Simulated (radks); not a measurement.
**Gd⁺ in [Xe] 4f7 5d1 6s1: an all-electron calculation**

Wanted: eigenvalues, radial structure and energy terms of the gadolinium ion Gd+.

Program: radks (a radial shooting solver on a logarithmic mesh, Libxc functionals) version 1. Level of theory: Dirac Kohn-Sham, exchange-only B88, spin-unpolarised, spherical densities, point nucleus; open shells fill j = l - 1/2 first. These are calculated values, not measurements, unless marked.

## 1. The system

- element: gadolinium (Z = 64)
- charge: +1
- electrons: 63
- configuration: [Xe] 4f7 5d1 6s1

## 2. The calculation

The run's settings:

```text
Z 64
configuration [Xe] 4f7 5d1 6s1 6p0 7s0
relativity Dirac
functional b88,
spin unpolarised
j_filling energy
nucleus point
c 137.035999084
```

**Question.** What will this run give?

**Answer**, as computed:

```
                        quantity                   value
                    total energy     -11277.4494 hartree
exchange-correlation share of it                  2.19 %
                            −T/E                  1.0910
          highest occupied level        5d3/2, -7.702 eV
    most extended occupied level  6s1/2, <r> = 3.72 bohr
 radius at density 0.001 e/bohr³               4.62 bohr
    maxima of the radial density                       4
         ionisation energy, NIST    12.08 (semi-emp.) eV
```

The radial density shows 4 maxima for 6 occupied principal shells; where shells overlap, one shows as a shoulder or not at all. −T/E is 1.091: with relativity the kinetic term as defined here no longer equals −E. Minus the highest eigenvalue, 7.702 eV, is 64 % of the tabulated ionisation energy (12.08 eV); the potential of a semilocal functional falls off too fast, so its top eigenvalue is too shallow. Spin polarisation and multiplet splitting are left out.
